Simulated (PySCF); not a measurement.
# C3H5NSi (SMILES N#CC1C[SiH2]1) at 6 levels

Aim: a comparison of 6 runs (HF/3-21G, HF/def2-SVP, B3LYP/6-31G*, PBE0/def2-SVP, TPSSh/6-311+G**, MP2/6-31G) of C3H5NSi. 

Program for the calculation: PySCF 2.14.0.

## Step 1: The structure to begin with

C3H5NSi has 10 atoms, charge 0, and is taken as a singlet. SMILES: `N#CC1C[SiH2]1`. The coordinates come from a GFN2-xTB relaxation.

Bond lengths: N1–C2 1.148 Å, C2–C3 1.406 Å, C3–C4 1.545 Å, C3–Si5 1.914 Å, C4–Si5 1.877 Å, C3–H6 1.084 Å, C4–H7 1.082 Å, C4–H8 1.082 Å, Si5–H9 1.448 Å, Si5–H10 1.451 Å. Some angles: N1–C2–C3 178.2°, C2–C3–C4 117.2°, C2–C3–Si5 119.2°, C4–C3–Si5 64.7°, C3–C4–Si5 67.2°, C3–Si5–C4 48.1°, C2–C3–H6 112.7°, C4–C3–H6 116.1°, Si5–C3–H6 118.9°, C3–C4–H7 114.8°.

## Step 2: Energy and forces at HF/3-21G (run 1)

Input file calc.py:

```python
import pyscf.grad
from pyscf import gto, scf

mol = gto.Mole()
mol.atom = '''
N     -4.628468    -2.285284     1.438441
C     -2.564302    -1.624031     1.340987
C     -0.061737    -0.742379     1.188959
C      1.236278    -0.856367    -1.423020
Si     0.591050     2.463447    -0.352850
H      1.078750    -1.323394     2.789141
H      3.128574    -1.629171    -1.407657
H      0.101289    -1.684370    -2.908969
H     -1.540675     3.802431    -1.425118
H      2.659241     3.879116     0.760086
'''
mol.unit = 'bohr'
mol.verbose = 4
mol.max_memory = 1860
mol.basis = '3-21g'
mol.spin = 0
mol.build()

mf = scf.RHF(mol)
mf.conv_tol = 1e-10
mf.kernel()
if not mf.converged:
    mf = mf.newton().run(mf.mo_coeff, mf.mo_occ)

energy = mf.e_tot
print('Final energy', energy)
grad = mf.Gradients().kernel()
mf.analyze()
```

The run is started by

```sh
OMP_NUM_THREADS=1 python calc.py
```

Output:

```text
PySCF version 2.14.0

[... 68 lines left out ...]
converged SCF energy = -457.354671057766
[... 17 lines left out ...]
Two-electron Coulomb Energy =          403.477247381123675
[... 7 lines left out ...]
MO #5   energy= -11.197081804155   occ= 2
[... 5 lines left out ...]
MO #11  energy= -1.09644119797365  occ= 2
[... 5 lines left out ...]
MO #17  energy= -0.530738151916779 occ= 2
[... 5 lines left out ...]
MO #23  energy= 0.112746899882104  occ= 0
[... 5 lines left out ...]
MO #29  energy= 0.29204305030947   occ= 0
[... 5 lines left out ...]
MO #35  energy= 0.505612662993636  occ= 0
[... 5 lines left out ...]
MO #41  energy= 1.0189983193469    occ= 0
[... 5 lines left out ...]
MO #47  energy= 1.25308139714386   occ= 0
[... 5 lines left out ...]
MO #53  energy= 1.52550153191047   occ= 0
[... 5 lines left out ...]
MO #59  energy= 3.29222597504934   occ= 0
[... 33 lines left out ...]
pop of  3 C 2py           1.19111
pop of  3 C 2pz           1.02347
pop of  3 C 3px           0.00180
pop of  3 C 3py           0.00537
pop of  3 C 3pz           0.00252
pop of  4 Si 1s           1.99999
pop of  4 Si 2s           1.99982
pop of  4 Si 3s           1.00076
pop of  4 Si 4s           0.00636
pop of  4 Si 2px          1.99978
pop of  4 Si 2py          1.99965
pop of  4 Si 2pz          1.99982
pop of  4 Si 3px          0.84423
pop of  4 Si 3py          0.67032
pop of  4 Si 3pz          0.83690
pop of  4 Si 4px          0.01338
pop of  4 Si 4py          0.01583
pop of  4 Si 4pz          0.00607
pop of  5 H 1s            0.85119
pop of  5 H 2s            0.01113
pop of  6 H 1s            0.86855
pop of  6 H 2s            0.01030
pop of  7 H 1s            0.86437
pop of  7 H 2s            0.01038
pop of  8 H 1s            1.06820
pop of  8 H 2s            0.00154
pop of  9 H 1s            1.07752
pop of  9 H 2s            0.00141
 ** Mulliken atomic charges  **
charge of    0N =     -0.22512
charge of    1C =      0.08167
charge of    2C =     -0.31718
charge of    3C =     -0.38188
charge of    4Si =      0.60709
charge of    5H =      0.13768
charge of    6H =      0.12115
charge of    7H =      0.12525
charge of    8H =     -0.06974
charge of    9H =     -0.07893
Dipole moment(X, Y, Z, Debye):  4.02361,  2.30394, -0.89528
```

Wall time 4.2 s (1 thread of Intel Xeon at 2.70GHz, shared host); peak memory 0.13 GiB.

## Step 3: Energy and gradient at HF/def2-SVP (run 2)

Input file input.py:

```python
import pyscf.grad
from pyscf import gto, scf

system = gto.M(
    atom='''
N     -4.628468    -2.285284     1.438441
C     -2.564302    -1.624031     1.340987
C     -0.061737    -0.742379     1.188959
C      1.236278    -0.856367    -1.423020
Si     0.591050     2.463447    -0.352850
H      1.078750    -1.323394     2.789141
H      3.128574    -1.629171    -1.407657
H      0.101289    -1.684370    -2.908969
H     -1.540675     3.802431    -1.425118
H      2.659241     3.879116     0.760086
''',
    unit='bohr',
    max_memory=1860,
    basis='def2-svp',
    verbose=4,
)

calc0 = scf.RHF(system)
calc0.conv_tol = 1e-10
calc0.kernel()
if not calc0.converged:
    calc0 = calc0.newton().run(calc0.mo_coeff, calc0.mo_occ)

etot = calc0.e_tot
print(f'total energy: {etot:.8f} hartree')
grad = calc0.Gradients().kernel()
calc0.analyze()
```

The run is started by

```sh
OMP_NUM_THREADS=1 python input.py
```

Output:

```text
PySCF version 2.14.0

[... 86 lines left out ...]
Two-electron Coulomb Energy =          404.274706765583346
[... 11 lines left out ...]
MO #9   energy= -4.27077986382962  occ= 2
[... 9 lines left out ...]
MO #19  energy= -0.518280861320437 occ= 2
[... 9 lines left out ...]
MO #29  energy= 0.242448111737278  occ= 0
[... 9 lines left out ...]
MO #39  energy= 0.609086419734514  occ= 0
[... 9 lines left out ...]
MO #49  energy= 0.865293927332372  occ= 0
[... 9 lines left out ...]
MO #59  energy= 1.14849266440366   occ= 0
[... 9 lines left out ...]
MO #69  energy= 1.82527909644123   occ= 0
[... 9 lines left out ...]
MO #79  energy= 2.13891529900402   occ= 0
[... 9 lines left out ...]
MO #89  energy= 2.65721950254437   occ= 0
[... 9 lines left out ...]
MO #99  energy= 3.94742267268857   occ= 0
[... 73 lines left out ...]
pop of  4 Si 3dz^2        0.00275
pop of  4 Si 3dxz         0.00617
pop of  4 Si 3dx2-y2      0.00748
pop of  5 H 1s            0.86234
pop of  5 H 2s            0.01009
pop of  5 H 2px           0.00068
pop of  5 H 2py           0.00037
pop of  5 H 2pz           0.00120
pop of  6 H 1s            0.87986
pop of  6 H 2s            0.00910
pop of  6 H 2px           0.00151
pop of  6 H 2py           0.00045
pop of  6 H 2pz           0.00016
pop of  7 H 1s            0.87491
pop of  7 H 2s            0.00926
pop of  7 H 2px           0.00055
pop of  7 H 2py           0.00051
pop of  7 H 2pz           0.00112
pop of  8 H 1s            1.08793
pop of  8 H 2s            0.00433
pop of  8 H 2px           0.00358
pop of  8 H 2py           0.00121
pop of  8 H 2pz           0.00088
pop of  9 H 1s            1.09797
pop of  9 H 2s            0.00379
pop of  9 H 2px           0.00322
pop of  9 H 2py           0.00132
pop of  9 H 2pz           0.00098
 ** Mulliken atomic charges  **
charge of    0N =     -0.27604
charge of    1C =      0.12914
charge of    2C =     -0.31404
charge of    3C =     -0.37072
charge of    4Si =      0.68898
charge of    5H =      0.12532
charge of    6H =      0.10892
charge of    7H =      0.11365
charge of    8H =     -0.09794
charge of    9H =     -0.10728
Dipole moment(X, Y, Z, Debye):  4.21108,  2.52380, -0.92179
```

Wall time 17 s (1 thread of Intel Xeon at 2.70GHz, shared host); peak memory 0.21 GiB.

Runs 3 to 5 aren't shown in full; the table further down has their settings and results.

## Step 4: Energy and forces at MP2/6-31G (run 6)

Input file calc.py:

```python
import pyscf.grad
from pyscf import gto, scf, mp

mol = gto.M(
    atom=[
    ('N', (-2.449280, -1.209320, 0.761190)),
    ('C', (-1.356970, -0.859400, 0.709620)),
    ('C', (-0.032670, -0.392850, 0.629170)),
    ('C', (0.654210, -0.453170, -0.753030)),
    ('Si', (0.312770, 1.303600, -0.186720)),
    ('H', (0.570850, -0.700310, 1.475950)),
    ('H', (1.655570, -0.862120, -0.744900)),
    ('H', (0.053600, -0.891330, -1.539360)),
    ('H', (-0.815290, 2.012160, -0.754140)),
    ('H', (1.407210, 2.052740, 0.402220)),
],
    max_memory=1860,
    charge=0,
    verbose=3,
    basis='6-31g',
)

hf = scf.RHF(mol)
hf.conv_tol = 1e-10
hf.kernel()
if not hf.converged:
    hf = hf.newton().run(hf.mo_coeff, hf.mo_occ)

pt = mp.MP2(hf, frozen=9).run()
energy = pt.e_tot
print(f'total energy: {energy:.8f} hartree')
grad = pt.Gradients().kernel()
hf.analyze()
```

The run is started by

```sh
OMP_NUM_THREADS=1 python calc.py
```

Output:

```text
converged SCF energy = -459.70124888989
E(RMP2) = -460.137965749586  E_corr = -0.436716859696164
E(SCS-RMP2) = -460.134035978884  E_corr = -0.432787088993707
total energy: -460.13796575 hartree
--------------- RMP2 gradients ---------------
         x                y                z
0 N     0.1130749271     0.0369425259    -0.0049570048
1 C    -0.0768965278    -0.0237439621     0.0009115166
2 C    -0.0159307657    -0.0031499686    -0.0058865174
3 C    -0.0062930525     0.0123146178     0.0069068157
4 Si    -0.0059580659     0.0003030277    -0.0018304973
5 H    -0.0059402066    -0.0026277155    -0.0027027455
6 H    -0.0071838487    -0.0009705574     0.0008058614
7 H     0.0039225137    -0.0000280693     0.0059608354
8 H     0.0128390961    -0.0087308371     0.0057374001
9 H    -0.0116340697    -0.0103090615    -0.0049456641
----------------------------------------------
**** MO energy ****
MO #1   energy= -68.8118430906784  occ= 2
MO #2   energy= -15.5774627489406  occ= 2
MO #3   energy= -11.2803883053899  occ= 2
MO #4   energy= -11.2770693588547  occ= 2
MO #5   energy= -11.2564386682081  occ= 2
MO #6   energy= -6.17907260920285  occ= 2
MO #7   energy= -4.28538653307927  occ= 2
MO #8   energy= -4.28448328495305  occ= 2
MO #9   energy= -4.28227100281865  occ= 2
MO #10  energy= -1.24130398740485  occ= 2
MO #11  energy= -1.09787311931235  occ= 2
MO #12  energy= -0.893804254955869 occ= 2
MO #13  energy= -0.746869622078357 occ= 2
MO #14  energy= -0.701360866094929 occ= 2
MO #15  energy= -0.626043820719215 occ= 2
MO #16  energy= -0.569989459862828 occ= 2
MO #17  energy= -0.535739184213427 occ= 2
MO #18  energy= -0.525363868135193 occ= 2
MO #19  energy= -0.516273772268969 occ= 2
MO #20  energy= -0.471043879311208 occ= 2
MO #21  energy= -0.419863920279908 occ= 2
MO #22  energy= -0.365276790423053 occ= 2
MO #23  energy= 0.101024039345291  occ= 0
MO #24  energy= 0.143403996393725  occ= 0
MO #25  energy= 0.195036169681385  occ= 0
MO #26  energy= 0.197930342974354  occ= 0
MO #27  energy= 0.22446211976811   occ= 0
MO #28  energy= 0.239408722535892  occ= 0
MO #29  energy= 0.251980994382777  occ= 0
MO #30  energy= 0.279014474102397  occ= 0
MO #31  energy= 0.322710226366271  occ= 0
MO #32  energy= 0.330359897111563  occ= 0
MO #33  energy= 0.374998790773118  occ= 0
MO #34  energy= 0.395537749298555  occ= 0
MO #35  energy= 0.452459861931381  occ= 0
MO #36  energy= 0.471503729672254  occ= 0
MO #37  energy= 0.508477400853871  occ= 0
MO #38  energy= 0.533671142490421  occ= 0
MO #39  energy= 0.784866443797278  occ= 0
MO #40  energy= 0.797414485654982  occ= 0
MO #41  energy= 0.838348248266851  occ= 0
MO #42  energy= 0.8613979214367    occ= 0
MO #43  energy= 0.877462866212422  occ= 0
MO #44  energy= 0.890248522663045  occ= 0
MO #45  energy= 0.920629291835737  occ= 0
MO #46  energy= 1.0151945056728    occ= 0
MO #47  energy= 1.04609038309703   occ= 0
MO #48  energy= 1.1300279695878    occ= 0
MO #49  energy= 1.13681572060349   occ= 0
MO #50  energy= 1.15240934762364   occ= 0
MO #51  energy= 1.19251592435248   occ= 0
MO #52  energy= 1.20873144300271   occ= 0
MO #53  energy= 1.23293466883734   occ= 0
MO #54  energy= 1.26159040976259   occ= 0
MO #55  energy= 1.32890893155005   occ= 0
MO #56  energy= 1.42581912552711   occ= 0
MO #57  energy= 1.46611444747178   occ= 0
MO #58  energy= 1.678113093732     occ= 0
MO #59  energy= 2.00842708411539   occ= 0
 ** Mulliken atomic charges  **
charge of    0N =     -0.25382
charge of    1C =      0.10166
charge of    2C =     -0.31082
charge of    3C =     -0.39147
charge of    4Si =      0.56486
charge of    5H =      0.14538
charge of    6H =      0.12912
charge of    7H =      0.13376
charge of    8H =     -0.05450
charge of    9H =     -0.06418
Dipole moment(X, Y, Z, Debye):  4.27654,  2.35947, -0.89679
```

Wall time 13 s (1 thread of Intel Xeon at 2.70GHz, shared host); peak memory 0.22 GiB.

## Step 5: The series

| run | level | Cartesian functions | integration grid | energy (Eh) | dipole moment (D) of the reference | HOMO energy (eV) | LUMO energy (eV) | wall time |
| --- | --- | --- | --- | --- | --- | --- | --- | --- |
| 1 | HF/3-21G | no | – | -457.354671 | 4.72 | -9.90 | 3.07 | 4.2 s |
| 2 | HF/def2-SVP | no | – | -459.618944 | 5.00 | -10.03 | 2.96 | 17 s |
| 3 | B3LYP/6-31G* (Cartesian functions) | yes | 5 | -461.509972 | 4.50 | -7.06 | -0.53 | 50 s |
| 4 | PBE0/def2-SVP | no | 5 | -460.962961 | 4.53 | -7.47 | -0.39 | 54 s |
| 5 | TPSSh/6-311+G** | no | 5 | -461.593859 | 4.79 | -6.92 | -1.13 | 2.8 min |
| 6 | MP2/6-31G | no | – | -460.137966 | 4.97 | -9.94 | 2.75 | 13 s |

## Step 6: What came out

```
                                          quantity          value
                               run 6: total energy  -460.13797 Eh
       run 6: dipole moment (Hartree–Fock density)         4.97 D
        run 6: HOMO energy (Hartree–Fock orbitals)       -9.94 eV
        run 6: LUMO energy (Hartree–Fock orbitals)        2.75 eV
      run 6: HOMO–LUMO gap (Hartree–Fock orbitals)       12.69 eV
run 6: correlation energy (9 core orbitals frozen)     -436.7 mEh
                   run 6: largest force on an atom     6.122 eV/Å
```

Over runs 1, 2, 3, 4, 5 the dipole moment (its size) runs from 4.50 D (B3LYP/6-31G*) to 5.00 D (HF/def2-SVP). The two ends differ in method and basis. Over runs 1, 2, 3, 4, 5 the HOMO–LUMO gap runs from 5.79 eV (TPSSh/6-311+G**) to 12.99 eV (HF/def2-SVP). Totals of different functionals can't be ranked against each other. All runs together took 5.1 min, the longest 2.8 min.
